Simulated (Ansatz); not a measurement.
# Ga2Ag: the cost of one run

Method: reference: DFT PBE, plane waves, PAW, scalar-relativistic, no spin polarisation, in Ansatz 0.2.0.

## Step 1: Starting point

The structure is orthorhombic, space group Imma (No. 74). The conventional cell has a = 4.539 Å, b = 7.000 Å, c = 7.946 Å, α = 90.00°, β = 90.00°, γ = 90.00°. Ga (site symmetry m) has 4 Ga at 2.60 to 2.83 Å and 1 Ag at 2.64 Å as nearest neighbours. Ag (site symmetry mm2) has 2 Ga at 2.64 Å and 2 Ag at 2.86 Å as nearest neighbours.

As a file:

```cif
data_structure
_symmetry_space_group_name_H-M 'P 1'
_symmetry_Int_Tables_number 1
_cell_length_a 5.7607
_cell_length_b 4.5387
_cell_length_c 5.7607
_cell_angle_alpha 66.800
_cell_angle_beta 105.174
_cell_angle_gamma 113.200
_cell_volume 126.23
loop_
_atom_site_label
_atom_site_type_symbol
_atom_site_fract_x
_atom_site_fract_y
_atom_site_fract_z
_atom_site_occupancy
Ga1 Ga 0.23000 0.17000 0.89000 1
Ga2 Ga 0.61000 0.17000 0.27000 1
Ga3 Ga 0.77000 0.83000 0.11000 1
Ga4 Ga 0.39000 0.83000 0.73000 1
Ag1 Ag 0.89000 0.64000 0.61000 1
Ag2 Ag 0.11000 0.36000 0.39000 1
```

## Step 2: The reference run

Input file input.yaml:

```yaml
crystal:
  lattice:
    - [-2.269326, 3.499941, 3.973142]
    - [4.538652, 0.0, 0.0]
    - [2.269326, 3.499941, -3.973142]
  atoms:
    - { symbol: Ga, position: [0.23, 0.17, 0.89] }
    - { symbol: Ga, position: [0.61, 0.17, 0.27] }
    - { symbol: Ga, position: [0.77, 0.83, 0.11] }
    - { symbol: Ga, position: [0.39, 0.83, 0.73] }
    - { symbol: Ag, position: [0.89, 0.64, 0.61] }
    - { symbol: Ag, position: [0.11, 0.36, 0.39] }
  symmetry: { tolerance: 0.0003 }
kpoints:
  mp_grid: { grid: [5, 5, 5], shift: [0, 0, 0] }
magnetization:
  spin_polarized: false
scf:
  occupations: { method: fermi_dirac }
hamiltonian:
  pseudopotentials: { kind: paw }
  xc: pbe
basis:
  ecutwfc: 420
output:
  forces: true
  stress: true
  eigenvalues: true
```

Started as:

```console
$ ansatz run input.yaml --threads 1 --pin off --max-ram 2560MiB --backend cpu --events-out ev --progress --plain --runs-dir out
```

What time and memory should one allow on 1 thread of Arm Neoverse V1, shared host?

About 11 s, with a peak of 0.44 GiB.
